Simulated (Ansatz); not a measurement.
# Eu3Te (Pm-3m) in Ansatz: single point with PBE

Aim: the single point of Eu3Te with PBE.

All numbers are computed with Ansatz 0.2.0; they aren't measurements. Logs are shortened: lines on timing, memory, paths and dates and some standing lists are left out, and cuts for length are marked.

## (1) Starting point

It takes space group Pm-3m (No. 221, cubic). Conventional cell: a = 5.156 Å, b = 5.156 Å, c = 5.156 Å, α = 90.00°, β = 90.00°, γ = 90.00°. Eu (site symmetry 4/mmm) is surrounded by 8 Eu at 3.65 Å and 4 Te at 3.65 Å. Around Te (site symmetry m-3m) lie 12 Eu at 3.65 Å.

The cell comes from a database or a generator and needn't be the stable form of this composition.

## (2) Single point, PBE, collinear spin, ferromagnetic start

input.yaml reads:

```yaml
crystal:
  lattice:
    - [5.155859, 0.0, 0.0]
    - [0.0, 5.155859, 0.0]
    - [0.0, 0.0, 5.155859]
  atoms:
    - { symbol: Eu, position: [0.5, 0.5, 0.0], spin: 8.5 }
    - { symbol: Eu, position: [0.5, 0.0, 0.5], spin: 8.5 }
    - { symbol: Eu, position: [0.0, 0.5, 0.5], spin: 8.5 }
    - { symbol: Te, position: [0.0, 0.0, 0.0] }
hamiltonian:
  xc: pbe
  pseudopotentials: { kind: paw }
magnetization:
  spin_polarized: true
kpoints:
  mp_grid: { grid: [5, 5, 5] }
scf:
  occupations: { method: fermi_dirac, width: 0.05 }
output:
  forces: true
  stress: true
  eigenvalues: true
```

Potentials or basis: Ansatz PAW.

Launch:

```sh
$ ansatz run input.yaml --threads 2 --pin off --max-ram 5120MiB --backend cpu --events-out ev --progress --plain --runs-dir out
```

Log:

```text
Warning: where an SCF of this run starts from atoms to list the orders of its open shells, Eu (sites 0, 1, 2, from 0) starts with 6.32 μB on its 4f shell and 0.68 μB on its 5d shell, in the place of the 8.50 μB that the deck gives it: its open shells can hold no more by Hund's first rule. To start from spheres of the given moment, type scf.initial_density.shell_occupations: []
Warning: RAYON_NUM_THREADS=2 ignored (pool sized by the plan → 2); use --threads N
Engine: ansatz 0.2.0, x86_64-unknown-linux-gnu
Pseudopotentials: kind: paw
Pseudopotential: Eu, paw, valence charge 17, recommended cutoff 420 eV (normal), Eu.paw.azcp
Pseudopotential: Te, paw, valence charge 16, recommended cutoff 420 eV (normal), Te.paw.azcp
Functional definition: PBE
  parameter kappa = 0.804
  parameter beta = 0.06672455060314922
  exchange = pbe_x(kappa = kappa, mu = beta*pi^2/3)
  correlation = pbe_c(beta = beta)
Crystal: 4 atoms, lattice volume = 137.058 Å³
Basis set: ecut = 420 eV, 2721 PW (Γ), exchange–correlation on 72×72×72 points (8 copies of the dense FFT grid, shifted against one another)
Bands: 56, of which v1, the nominal top of the filled ones, is band 34 counted from 1 (33 counted from 0)
Symmetry: 48 space group operations
Space group: Pm-3m (ITA 221), of the structure as read, at distance tolerance 5.2e-5 Å
Magnetic group: BNS 221.92 (UNI 1594), of the structure as read, at distance tolerance 5.2e-5 Å
k-points: 10 of 125
Non-local potential: Eu, projectors of the file, l = 0: 3, l = 1: 2, l = 2: 2, l = 3: 3
Non-local potential: Te, projectors of the file, l = 0: 2, l = 1: 2, l = 2: 2, l = 3: 2
PAW form: soft (Blöchl's): semilocal exchange-correlation on the pseudo side does not see the compensation charge
PAW one-centre angular grid: Eu, 590 points (default); XC on 64 Gauss nodes
PAW one-centre angular grid: Te, 590 points (default); XC on 64 Gauss nodes
Initial density: superposition of atomic densities (chi_scale 0.1, normalization cell)
Starting moments: Σ|m| = 25.5 μB on 3 of 4 sites
Initial wavefunctions: pseudopotential atomic-orbital guess
Functional: x = pbe(κ = 0.804, μ = 0.2195149727645171), c = pbe(β = 0.06672455060314922)
SCF iter   1: F=—  HF=-33279.301828 eV  |F-HF|=—  |Δ(HF+E_count)|=         —  Δρ=4.26e-2 (↑4.26e-2 ↓2.00e-2)  dr2=2.28e0  dr2_m=1.11e0  M=22.001 μB ∫|m|=22.109 μB  β_m=0.30  ethr=3.10e-3  ⟨swp⟩=6.3  Hψ=4259  notcnv=0  defer=2
Mixer restart at iter 1: flushing history
preconditioner: auto → Kerker (q_TF=auto, 2.422 Å⁻¹)  [metal: Δε(μ)=0.029 eV  Ē_g=11.438 eV  σ=0.050 eV  W_gap=0.14  n_scr=26 (ndim 8)  ℏωp=22.7 eV  f_vac=0.000  D(μ)=14.54/eV (n_scr^D=178)]
spin=Collinear: Kerker preconditioning applied to the charge; magnetization (m = ρ↑ − ρ↓) channel mixes plain (no charge-response kernel on spin).
SCF iter   2: F=—  HF=-33280.063091 eV  |F-HF|=—  |Δ(HF+E_count)|=   7.61e-1  Δρ=2.75e-2 (↑2.75e-2 ↓1.44e-2)  dr2=1.24e0  dr2_m=4.84e-1  M=22.119 μB ∫|m|=22.225 μB  β_m=0.50  ethr=3.10e-3  ⟨swp⟩=2.6  Hψ=2122  notcnv=0  defer=74
SCF iter   3: F=—  HF=-33281.171283 eV  |F-HF|=—  |Δ(HF+E_count)|=    1.11e0  Δρ=1.57e-2 (↑1.57e-2 ↓5.09e-3)  dr2=5.37e-1  dr2_m=1.04e-1  M=22.464 μB ∫|m|=22.587 μB  β_m=0.64  ethr=1.85e-3  ⟨swp⟩=3.4  Hψ=2259  notcnv=0  defer=77
SCF iter   4: F=—  HF=-33281.811000 eV  |F-HF|=—  |Δ(HF+E_count)|=   6.40e-1  Δρ=4.30e-3 (↑4.30e-3 ↓4.28e-3)  dr2=9.17e-2  dr2_m=7.18e-3  M=22.678 μB ∫|m|=22.836 μB  β_m=0.82  ethr=8.01e-4  ⟨swp⟩=3.8  Hψ=2776  notcnv=0  defer=75
SCF iter   5: F=—  HF=-33281.884490 eV  |F-HF|=—  |Δ(HF+E_count)|=         —  Δρ=1.19e-3 (↑1.19e-3 ↓7.63e-4)  dr2=5.99e-3  dr2_m=2.29e-4  M=22.637 μB ∫|m|=22.794 μB  β_m=0.82  ethr=1.37e-4  ⟨swp⟩=3.7  Hψ=2771  notcnv=0  defer=75
Mixer restart at iter 5: flushing history
SCF iter   6: F=—  HF=-33281.885732 eV  |F-HF|=—  |Δ(HF+E_count)|=   1.24e-3  Δρ=8.59e-4 (↑8.59e-4 ↓4.35e-4)  dr2=1.39e-3  dr2_m=1.55e-4  M=22.634 μB ∫|m|=22.793 μB  β_m=0.85  ethr=8.94e-6  ⟨swp⟩=2.5  Hψ=2103  notcnv=0  defer=75
SCF iter   7: F=—  HF=-33281.886272 eV  |F-HF|=—  |Δ(HF+E_count)|=   5.39e-4  Δρ=5.23e-4 (↑5.23e-4 ↓2.07e-4)  dr2=6.31e-4  dr2_m=8.36e-5  M=22.639 μB ∫|m|=22.800 μB  β_m=0.74  ethr=2.08e-6  ⟨swp⟩=2.5  Hψ=1922  notcnv=0  defer=75
SCF iter   8: F=—  HF=-33281.886091 eV  |F-HF|=—  |Δ(HF+E_count)|=   1.81e-4  Δρ=2.10e-4 (↑2.10e-4 ↓7.92e-5)  dr2=7.27e-5  dr2_m=1.17e-5  M=22.640 μB ∫|m|=22.802 μB  β_m=0.74  ethr=9.41e-7  ⟨swp⟩=2.0  Hψ=2083  notcnv=0  defer=75
SCF iter   9: F=—  HF=-33281.888124 eV  |F-HF|=—  |Δ(HF+E_count)|=   2.03e-3  Δρ=8.00e-5 (↑8.00e-5 ↓5.40e-5)  dr2=2.61e-5  dr2_m=1.80e-6  M=22.640 μB ∫|m|=22.803 μB  β_m=0.87  ethr=1.09e-7  ⟨swp⟩=2.1  Hψ=1808  notcnv=0  defer=75
SCF iter  10: F=—  HF=-33281.888139 eV  |F-HF|=—  |Δ(HF+E_count)|=   1.45e-5  Δρ=3.87e-5 (↑3.87e-5 ↓2.38e-5)  dr2=5.65e-6  dr2_m=4.27e-7  M=22.641 μB ∫|m|=22.805 μB  β_m=0.94  ethr=3.89e-8  ⟨swp⟩=2.3  Hψ=1649  notcnv=0  defer=75
SCF iter  11: F=—  HF=-33281.888141 eV  |F-HF|=—  |Δ(HF+E_count)|=   2.55e-6  Δρ=3.59e-6 (↑3.26e-6 ↓3.59e-6)  dr2=1.02e-7  dr2_m=1.06e-9  M=22.642 μB ∫|m|=22.806 μB  β_m=0.97  ethr=8.44e-9  ⟨swp⟩=2.0  Hψ=1724  notcnv=0  defer=75
SCF iter  12: F=-33281.888141 eV  HF=-33281.888141 eV  |F-HF|=3.45e-8  |Δ(HF+E_count)|=   5.42e-8  Δρ=6.85e-6 (↑6.85e-6 ↓1.04e-6)  dr2=4.77e-8  dr2_m=1.63e-8  M=22.642 μB ∫|m|=22.806 μB  ethr=1.49e-10  ⟨swp⟩=11.8  Hψ=6098  notcnv=0
SCF 1 converged in 12 iterations: F = -33281.888141 eV  dr2 = 4.77e-8
SCF converged after 12 iterations
Magnetization: 22.6416 μB (44.8208 up, 22.1792 down)
Absolute magnetization: 22.8081 μB (∫|ρ↑−ρ↓|, with the PAW one-centre terms)
Spin contamination: 0.0392 ħ² per cell (⟨S²⟩ above its minimum at these occupations)
Per-site moments (μB) at R_I (Å): [(7.195019184703668, 1.503868930468448), (7.195019184703672, 1.503868930468448), (7.195019184703668, 1.503868930468448), (-0.04443955941458137, 1.503868930468448)]
Free energy (F): -33281.888141 eV
Harris-Foulkes:  -33281.888141 eV  (|F-HF|=3.45e-8)
Internal energy: -33281.841185 eV  (E = F + TS)
E sigma→0 (E₀):  -33281.864663 eV
Entropy (-TS):   -0.046956 eV (-11.739 meV/atom)
Fermi energy:    11.312302 eV
--- Per-component energies (eV) ---
  E_band       = -264.403436
  E_kinetic    = 1240.461868
  E_local      = -7063.376105  (includes V_loc(G=0)·N_el)
  E_nonlocal   = 1103.817947
  E_hartree    = 3106.834941
  E_xc         = -658.766746
  E_vxc        = -716.528796  (∫ρ·V_xc dr)
  E_paw        = -23823.287806  (= ΣΔE_a)
  E_vpaw       = -1042.428012  (= ΣTr[D̂ρ^β])
  E_aug_tail   = -0.000189  (compensation charges beyond the density's cutoff)
  E_ewald      = -7187.525095
  E_smearing   = -0.046956  (= −TS)
  E_closure    = 0.000000  (closes the sum)
  Σ components = -33281.888141   (vs F -33281.888141, Δ=0.00e0)
--- Forces (eV/Å), atoms counted from 1 ---
  atom   1  Eu     0.00000000     0.00000000    -0.00000000
  atom   2  Eu     0.00000000    -0.00000000     0.00000000
  atom   3  Eu     0.00000000    -0.00000000    -0.00000000
  atom   4  Te    -0.00000000     0.00000000     0.00000000
  max |Σ_I F_I| component: 4.50e-29 eV/Å
--- Stress (GPa, compression-positive) ---
       -0.877393       0.000000       0.000000
       -0.000000      -0.877393       0.000000
        0.000000       0.000000      -0.877393
  P = ⅓ Tr σ = -0.8774 GPa (-8.774 kbar)
--- Band table (eV; the first three rows and the last of 20) ---
  k-point 0 ↑: bands = ["-30.3611", "-30.2820", "-30.2820", "-26.2103", "-26.2103", "-26.2103", "-26.2087", "-26.2087", "-9.4232", "-9.4232", "-9.4232", "-9.1133", "-9.1133", "-9.1133", "-8.8315", "-8.8315", "-8.8315", "-0.5209", "8.0844", "8.3003", "8.3003", "8.3003", "9.7720", "9.7720", "10.5649", "10.5649", "10.5649", "10.5960", "10.6946", "10.6946", "10.6946", "10.7199", "10.7199", "10.7199", "10.7750", "10.7750", "10.7750", "10.8344", "10.8344", "10.8344", "10.8606", "10.8606", "10.8657", "10.8657", "10.8657", "10.9063", "10.9063", "10.9063", "11.0191", "13.8879", "13.8879", "13.8879", "15.9720", "15.9720", "16.1442", "16.1442"]
  k-point 1 ↑: bands = ["-30.3545", "-30.2886", "-30.2819", "-26.2103", "-26.2103", "-26.2103", "-26.2087", "-26.2086", "-9.3929", "-9.3929", "-9.3816", "-9.1246", "-9.1246", "-9.1179", "-8.8912", "-8.8528", "-8.8528", "-0.4461", "7.2053", "8.1323", "8.1323", "8.7608", "10.0628", "10.2813", "10.5662", "10.5965", "10.6589", "10.6589", "10.6987", "10.7035", "10.7087", "10.7087", "10.7342", "10.7342", "10.7604", "10.7800", "10.7800", "10.8327", "10.8327", "10.8473", "10.8525", "10.8525", "10.8605", "10.8851", "10.9930", "11.0094", "11.1862", "11.1862", "11.6389", "13.5261", "14.2031", "14.2031", "15.0444", "15.1414", "15.1414", "15.5650"]
  k-point 2 ↑: bands = ["-30.3390", "-30.3040", "-30.2818", "-26.2103", "-26.2103", "-26.2103", "-26.2087", "-26.2086", "-9.3273", "-9.3273", "-9.2789", "-9.1592", "-9.1592", "-9.1253", "-9.0231", "-8.8876", "-8.8876", "-0.3193", "6.4312", "7.9141", "7.9141", "9.5776", "10.4985", "10.5406", "10.5680", "10.5961", "10.6533", "10.6774", "10.6774", "10.6920", "10.7300", "10.7300", "10.7557", "10.7557", "10.7859", "10.7859", "10.7892", "10.8088", "10.8088", "10.8203", "10.8203", "10.8230", "10.8601", "11.2060", "11.2582", "11.2904", "12.0475", "12.0475", "12.2644", "12.9142", "13.6623", "13.6623", "13.9823", "14.2728", "15.1275", "15.1275"]
  k-point 9 ↓: bands = ["-27.1408", "-27.1314", "-27.1314", "-26.2233", "-26.2233", "-26.2233", "-26.2220", "-26.2220", "-7.1564", "-7.0188", "-7.0114", "-7.0114", "-6.4765", "-6.4765", "-6.4602", "-6.3370", "-6.3370", "-0.3331", "7.7298", "7.9763", "7.9763", "10.9429", "11.0767", "11.0767", "13.1071", "13.4747", "13.8330", "13.8330", "14.3326", "14.5951", "14.7633", "14.7633", "15.0985", "15.1034", "15.1034", "15.2173", "15.2173", "15.2814", "15.3248", "15.3248", "15.3875", "15.4948", "15.4948", "15.5478", "15.5560", "15.5739", "15.5739", "15.6857", "15.6857", "15.6905", "15.7144", "15.7144", "15.7728", "15.7728", "15.8037", "17.1832"]
```

Run time: 11 s. Hardware: 2 threads of Intel Xeon at 2.70GHz, shared host; peak memory 0.57 GiB.

Results:

| Quantity | Value |
| --- | --- |
| Free energy | -33281.8881 eV |
| Pressure | -0.9 GPa |
| Band gap on the k mesh | none (metal or under the smearing width) |
| Net moment | 22.64 μB per cell |
| Absolute moment | 22.81 μB per cell |
| Site moments | Eu +7.20; Te -0.04 μB |

Caveat: spin-orbit coupling is left out, which moves the levels of the heavy elements; without U or exact exchange the open f shell lies at the Fermi level, which spoils levels, moments and volumes. The state reached can hang on the start; a lower one may exist.
